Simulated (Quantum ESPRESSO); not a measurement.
A run of Quantum ESPRESSO 7.5:

Contents of pw.in:

```
&CONTROL
  calculation = 'scf'
  prefix = 'pwscf'
  outdir = './tmp'
  pseudo_dir = './pseudo'
  tprnfor = .true.
  tstress = .true.
  disk_io = 'nowf'
/
&SYSTEM
  ibrav = 0
  nat = 2
  ntyp = 1
  ecutwfc = 45
  ecutrho = 360
  nbnd = 24
  occupations = 'smearing'
  smearing = 'mp'
  degauss = 0.00734986
/
&ELECTRONS
  conv_thr = 4d-10
  electron_maxstep = 120
  mixing_beta = 0.5
/
ATOMIC_SPECIES
Ru   101.0700 ru_lda_v1.2.uspp.F.UPF
CELL_PARAMETERS angstrom
   2.6601874200    0.0000000000    0.0000000000
  -1.3300937100    2.3037898845    0.0000000000
   0.0000000000    0.0000000000    4.2003900000
ATOMIC_POSITIONS crystal
Ru     0.3333333333    0.6666666667    0.2500000000
Ru     0.6666666667    0.3333333333    0.7500000000
K_POINTS automatic
18 18 11 0 0 0
```

Potentials or basis: GBRV 1.5 LDA.

Launch:

```console
$ OMP_NUM_THREADS=1 pw.x -in pw.in > pw.out
```

Hardware: 1 thread of Intel(R) Xeon(R) 6975P-C (Granite Rapids), with other jobs on the host.

Task: How long does it take, and how much memory?

Result: It took 44 s on 1 thread of Intel(R) Xeon(R) 6975P-C (Granite Rapids) (shared host), peak memory 0.17 GiB. Counts: scf iterations 8, k pools 1, bands 24, k points 222, g dense 20111.
